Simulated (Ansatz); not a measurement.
# AlBF2H2: vertical ionisation energy, part 1 of 2

Aim: the vertical ionisation energy of AlBF2H2, as cation minus neutral at the neutral's geometry, on several levels, and how well −ε(HOMO) stands in for it.

Computed with Ansatz 0.2.0, Gaussian basis. Level: unrestricted cation, the program's frozen cores in correlated methods.

Plan: UKS PBE-D4/def2-TZVPP; UKS r2SCAN-D4/def2-TZVPP; UKS PBE0-D4/def2-TZVPP; UKS B3LYP-D4/def2-TZVPP; UKS wB97X-V/def2-TZVPP; UKS wB97M-V/def2-TZVPP; UKS B2PLYP/def2-TZVPP; UHF-CCSD(T)/def2-TZVPP; UHF-MP2/def2-QZVPP; extrapolation to the limit; then −ε(HOMO) from the neutral's earlier runs with LDA (SPW92), PBE-D4, revPBE-D4, BLYP-D4, r2SCAN-D4, B97M-V, PBE0-D4, B3LYP-D4, r2SCANh-D4, r2SCAN0-D4, HSE06-D4, BHLYP-D4, CAM-B3LYP-D4, LC-ωPBE, ωB97X-V, ωB97M-V.

## 1. Structure used throughout

The geometry comes from an earlier relaxation with PBE0-D4 in a triple-zeta def2 set; it is a stationary point.

6 atoms, charge 0, spin multiplicity 1.

Atoms are counted from 1 here; the program's logs count them from 0.

Bond lengths: F1–B2 1.326 Å, B2–F3 1.326 Å, B2–Al4 2.156 Å, Al4–H5 1.587 Å, Al4–H6 1.587 Å. Angles: F1–B2–F3 114.9°, F1–B2–Al4 122.6°, F3–B2–Al4 122.6°, B2–Al4–H5 120.2°, B2–Al4–H6 120.1°, H5–Al4–H6 119.7°.

## 2. Cation, UKS PBE-D4/def2-TZVPP

in.yaml

```yaml
crystal:
  periodic: [false, false, false]
  atoms:
    - {symbol: F, position_ang: [1.404856, -1.299361, 0.963637]}
    - {symbol: B, position_ang: [0.273440, -1.030280, 0.326821]}
    - {symbol: F, position_ang: [-0.514117, -2.077019, 0.121531]}
    - {symbol: Al, position_ang: [-0.245904, 0.957541, -0.325427]}
    - {symbol: H, position_ang: [0.183164, 1.461115, -1.767944]}
    - {symbol: H, position_ang: [-1.059240, 1.924005, 0.635281]}
basis:
  gaussian: {orbitals: def2-TZVPP}
total_charge: 1
magnetization: {spin_polarized: true, initial_magnetization: 1}
hamiltonian: {xc: pbe, dispersion: d4}
```

The run is started by

```
$ ansatz run in.yaml --threads 2 --pin off --events-out ev --progress --plain --max-ram 4352MiB
```

Log:

```text
Functional definition: PBE
  name "PBE"
  cite "Perdew, Burke & Ernzerhof, Phys. Rev. Lett. 77, 3865 (1996) doi:10.1103/PhysRevLett.77.3865"
  parent pbe
  parameter kappa = 0.804
  parameter beta = 0.06672455060314922
  exchange = pbe_x(kappa = kappa, mu = beta*pi^2/3)
  correlation = pbe_c(beta = beta)
868 factors; their error is unknown
mean field evaluation 1: about -12709.6037 eV, gradient 6.8e1 eV
mean field evaluation 2: about -12349.7270 eV, gradient 2.3e2 eV
mean field evaluation 4: about -12721.6742 eV, gradient 1.9e1 eV
mean field evaluation 8: about -12724.3051 eV, gradient 2.3e0 eV
mean field evaluation 16: about -12724.3731 eV, gradient 2.3e-3 eV
mean field evaluation 32: about -12723.4135 eV, gradient 1.2e0 eV
mean field -12724.37311531 eV, -467.6120870978 hartree, gradient 2.5e-5 eV, S^2 0.753233; 3 other end points of the search recorded, 0 dependent functions left out
reference -12724.37315927 eV, -467.6120887132 hartree; 19, 18 occupied and 144, 145 virtual orbitals, 868 factors
Total energy: -12724.44206909 eV, -467.6146211026 hartree
```

Run time: 4.4 s. Hardware: 2 threads of Arm Neoverse V1, shared host; peak memory 0.28 GiB.

Less the neutral's -12734.5884 eV (earlier run), this gives 10.146 eV. ⟨S²⟩ = 0.753.

## 3. Cation, UKS r2SCAN-D4/def2-TZVPP

in.yaml: that of step 2 with these lines changed.

```diff
@@ -13,2 +13,2 @@
 magnetization: {spin_polarized: true, initial_magnetization: 1}
-hamiltonian: {xc: pbe, dispersion: d4}
+hamiltonian: {xc: r2scan, dispersion: d4}
```

Launched as before.

Log:

```text
Functional definition: r2SCAN
  name "r2SCAN"
  cite "Furness, Kaplan, Ning, Perdew & Sun, J. Phys. Chem. Lett. 11, 8208 (2020) doi:10.1021/acs.jpclett.0c02405"
  cite "Furness, Kaplan, Ning, Perdew & Sun, J. Phys. Chem. Lett. 11, 9248 (2020) doi:10.1021/acs.jpclett.0c03077"
  parent r2scan
  parameter k0 = 0.174
  parameter k1 = 0.065
  parameter a1 = 4.9479
  exchange = r2scan_x(k0 = k0, k1 = k1, a1 = a1)
  correlation = r2scan_c
868 factors; their error is unknown
mean field evaluation 1: about -12717.7235 eV, gradient 6.4e1 eV
mean field evaluation 2: about -12445.6123 eV, gradient 2.2e2 eV
mean field evaluation 4: about -12728.5895 eV, gradient 1.7e1 eV
mean field evaluation 8: about -12730.8795 eV, gradient 3.6e-1 eV
mean field evaluation 16: about -12730.8740 eV, gradient 1.9e-3 eV
mean field evaluation 32: about -12730.6075 eV, gradient 1.9e0 eV
mean field -12730.87398473 eV, -467.8509896425 hartree, gradient 4.0e-5 eV, S^2 0.758502; 3 other end points of the search recorded, 0 dependent functions left out
reference -12730.87400045 eV, -467.8509902203 hartree; 19, 18 occupied and 144, 145 virtual orbitals, 868 factors
Total energy: -12730.88971962 eV, -467.8515678890 hartree
```

Run time: 8 s. Hardware: 2 threads of Arm Neoverse V1, shared host.

The neutral molecule at this level: -12741.1578 eV. Difference: 10.268 eV. ⟨S²⟩ = 0.759.

## 4. Cation, UKS PBE0-D4/def2-TZVPP

in.yaml: that of step 3 with these lines changed.

```diff
@@ -13,2 +13,2 @@
 magnetization: {spin_polarized: true, initial_magnetization: 1}
-hamiltonian: {xc: r2scan, dispersion: d4}
+hamiltonian: {xc: pbe0, dispersion: d4}
```

Same command.

Log:

```text
Functional definition: PBE0
  name "PBE0"
  cite "Adamo & Barone, J. Chem. Phys. 110, 6158 (1999) doi:10.1063/1.478522"
  cite "Perdew, Burke & Ernzerhof, Phys. Rev. Lett. 77, 3865 (1996) doi:10.1103/PhysRevLett.77.3865"
  parent pbe
  parameter a = 0.25
  parameter kappa = 0.804
  parameter beta = 0.06672455060314922
  exchange = (1 - a)*pbe_x(kappa = kappa, mu = beta*pi^2/3) + a*exact_x
  correlation = pbe_c(beta = beta)
899 factors; their error is unknown
mean field evaluation 1: about -12712.6145 eV, gradient 6.1e1 eV
mean field evaluation 2: about -12582.5890 eV, gradient 1.6e2 eV
mean field evaluation 4: about -12723.9432 eV, gradient 2.6e0 eV
mean field evaluation 8: about -12724.0744 eV, gradient 3.0e0 eV
mean field evaluation 16: about -12724.8413 eV, gradient 1.6e-1 eV
mean field -12724.84153731 eV, -467.6293012889 hartree, gradient 2.3e-5 eV, S^2 0.757473; 2 other end points of the search recorded, 0 dependent functions left out
reference -12724.84156910 eV, -467.6293024570 hartree; 19, 18 occupied and 144, 145 virtual orbitals, 899 factors
Total energy: -12724.89946239 eV, -467.6314299964 hartree
```

Wall time 6 s (2 threads of Arm Neoverse V1, shared host); peak memory 0.36 GiB.

The neutral molecule at this level: -12735.3659 eV. Difference: 10.466 eV. ⟨S²⟩ = 0.757.

## 5. Cation, UKS B3LYP-D4/def2-TZVPP

in.yaml: that of step 4 with these lines changed.

```diff
@@ -13,2 +13,2 @@
 magnetization: {spin_polarized: true, initial_magnetization: 1}
-hamiltonian: {xc: pbe0, dispersion: d4}
+hamiltonian: {xc: {name: B3LYP}, dispersion: d4}
```

Launched as before.

Log:

```text
Functional definition: B3LYP
  name "B3LYP"
  cite "Stephens, Devlin, Chabalowski & Frisch, J. Phys. Chem. 98, 11623 (1994) doi:10.1021/j100096a001"
  cite "Becke, Phys. Rev. A 38, 3098 (1988) doi:10.1103/PhysRevA.38.3098"
  cite "Lee, Yang & Parr, Phys. Rev. B 37, 785 (1988) doi:10.1103/PhysRevB.37.785"
  cite "Vosko, Wilk & Nusair, Can. J. Phys. 58, 1200 (1980) doi:10.1139/p80-159"
  parameter a0 = 0.2
  parameter ax = 0.72
  parameter ac = 0.81
  exchange = (1 - a0 - ax)*slater_x + ax*b88_x + a0*exact_x
  correlation = (1 - ac)*vwn_rpa_c + ac*lyp_c
892 factors; their error is unknown
mean field evaluation 1: about -12721.7265 eV, gradient 6.4e1 eV
mean field evaluation 2: about -12500.2744 eV, gradient 1.9e2 eV
mean field evaluation 4: about -12733.4998 eV, gradient 1.3e1 eV
mean field evaluation 8: about -12735.0054 eV, gradient 1.1e0 eV
mean field evaluation 16: about -12735.0400 eV, gradient 6.6e-3 eV
mean field evaluation 32: about -12734.9761 eV, gradient 2.4e0 eV
mean field -12735.04000874 eV, -468.0040882011 hartree, gradient 3.3e-5 eV, S^2 0.756365; 3 other end points of the search recorded, 0 dependent functions left out
reference -12735.04025281 eV, -468.0040971705 hartree; 19, 18 occupied and 144, 145 virtual orbitals, 892 factors
Total energy: -12735.15294878 eV, -468.0082386710 hartree
```

Run time: 6 s. Hardware: 2 threads of Arm Neoverse V1, shared host; peak memory 0.36 GiB.

The neutral molecule at this level: -12745.6654 eV. Difference: 10.512 eV. ⟨S²⟩ = 0.756.

## 6. Cation, UKS wB97X-V/def2-TZVPP

in.yaml: that of step 5 with these lines changed.

```diff
@@ -13,2 +13,2 @@
 magnetization: {spin_polarized: true, initial_magnetization: 1}
-hamiltonian: {xc: {name: B3LYP}, dispersion: d4}
+hamiltonian: {xc: {name: wB97X-V}}
```

The command is unchanged.

Log:

```text
Functional definition: wB97X-V
  name "wB97X-V"
  cite "Mardirossian & Head-Gordon, Phys. Chem. Chem. Phys. 16, 9904 (2014) doi:10.1039/C3CP54374A"
  cite "Becke, J. Chem. Phys. 107, 8554 (1997) doi:10.1063/1.475007"
  cite "Vydrov & Van Voorhis, J. Chem. Phys. 133, 244103 (2010) doi:10.1063/1.3521275"
  parameter omega = 0.3/bohr
  parameter cx = 0.167
  parameter cx1 = 0.603
  parameter cx2 = 1.194
  parameter css0 = 0.556
  parameter css1 = -0.257
  parameter cos0 = 1.219
  parameter cos1 = -1.850
  parameter b = 6.0
  parameter c = 0.01
  exchange = spin_sum(e_x_unif_sr(omega)*poly(b97_u_x, 1 - cx, cx1, cx2)) + cx*exact_x_sr(omega) + exact_x_lr(omega)
  correlation = spin_sum(e_c_pw_same_spin*poly(b97_u_same, css0, css1))
      + integral(e_c_pw_opposite_spin*poly(b97_u_opposite, cos0, cos1)) + vv10(b, c)
887 factors; their error is unknown
205 factors; integrals over basis functions are off by at most 8.3e-6 eV
mean field evaluation 1: about -12718.7073 eV, gradient 5.9e1 eV
mean field evaluation 2: about -12700.3093 eV, gradient 9.2e1 eV
mean field evaluation 4: about -12729.9694 eV, gradient 2.0e0 eV
mean field evaluation 8: about -12730.0189 eV, gradient 5.9e-2 eV
mean field evaluation 16: about -12730.0376 eV, gradient 1.2e-3 eV
mean field evaluation 32: about -12730.8492 eV, gradient 2.6e0 eV
mean field -12730.91774740 eV, -467.8525978909 hartree, gradient 1.4e-5 eV, S^2 0.758630; 2 other end points of the search recorded, 0 dependent functions left out
reference -12730.91774546 eV, -467.8525978195 hartree; 19, 18 occupied and 144, 145 virtual orbitals, 887 factors
Total energy: -12730.91774546 eV, -467.8525978195 hartree
```

It took 20 s on 2 threads of Arm Neoverse V1, shared host; peak memory 0.5 GiB.

Less the neutral's -12741.5750 eV (earlier run), this gives 10.657 eV. ⟨S²⟩ = 0.759.

## 7. Cation, UKS wB97M-V/def2-TZVPP

in.yaml: that of step 6 with these lines changed.

```diff
@@ -13,2 +13,2 @@
 magnetization: {spin_polarized: true, initial_magnetization: 1}
-hamiltonian: {xc: {name: wB97X-V}}
+hamiltonian: {xc: {name: wB97M-V}}
```

The command is unchanged.

Log:

```text
Functional definition: wB97M-V
  name "wB97M-V"
  cite "Mardirossian & Head-Gordon, J. Chem. Phys. 144, 214110 (2016) doi:10.1063/1.4952647"
  cite "Becke, J. Chem. Phys. 107, 8554 (1997) doi:10.1063/1.475007"
  cite "Vydrov & Van Voorhis, J. Chem. Phys. 133, 244103 (2010) doi:10.1063/1.3521275"
  # Of w^i u^j: cxij and so on, Table III.
  parameter omega = 0.3/bohr
  parameter cx = 0.15
  parameter cx01 = 1.007
  parameter cx10 = 0.259
  parameter css00 = 0.443
  parameter css04 = -1.437
  parameter css10 = -4.535
  parameter css20 = -3.390
  parameter css43 = 4.278
  parameter cos00 = 1.000
  parameter cos10 = 1.358
  parameter cos20 = 2.924
  parameter cos21 = -8.812
  parameter cos60 = -1.390
  parameter cos61 = 9.142
  parameter b = 6.0
  parameter c = 0.01
  gx(w, u) = 1 - cx + cx01*u + cx10*w
  gss(w, u) = css00 + css04*u^4 + css10*w + css20*w^2 + css43*w^4*u^3
  gos(w, u) = cos00 + cos10*w + (cos20 + cos21*u)*w^2 + (cos60 + cos61*u)*w^6
  exchange = spin_sum(e_x_unif_sr(omega)*gx(b97_w, b97_u_x)) + cx*exact_x_sr(omega) + exact_x_lr(omega)
  correlation = spin_sum(e_c_pw_mod_same_spin*gss(b97_w, b97_u_same))
      + integral(e_c_pw_mod_opposite_spin*gos(b97_w_opposite, b97_u_opposite)) + vv10(b, c)
871 factors; their error is unknown
205 factors; integrals over basis functions are off by at most 8.3e-6 eV
mean field evaluation 1: about -12719.9009 eV, gradient 5.9e1 eV
mean field evaluation 2: about -12700.6157 eV, gradient 9.3e1 eV
mean field evaluation 4: about -12730.9840 eV, gradient 1.9e0 eV
mean field evaluation 8: about -12731.0274 eV, gradient 5.4e-2 eV
mean field evaluation 16: about -12731.0433 eV, gradient 4.7e-4 eV
mean field evaluation 32: about -12731.6719 eV, gradient 1.1e0 eV
mean field -12731.88220850 eV, -467.8880411828 hartree, gradient 1.7e-5 eV, S^2 0.755490; 2 other end points of the search recorded, 0 dependent functions left out
reference -12731.88226059 eV, -467.8880430969 hartree; 19, 18 occupied and 144, 145 virtual orbitals, 871 factors
Total energy: -12731.88226059 eV, -467.8880430969 hartree
```

Run time: 24 s. Hardware: 2 threads of Arm Neoverse V1, shared host; peak memory 0.54 GiB.

Less the neutral's -12742.5278 eV (earlier run), this gives 10.646 eV. ⟨S²⟩ = 0.755.

(Continued in part 2 of 2.)
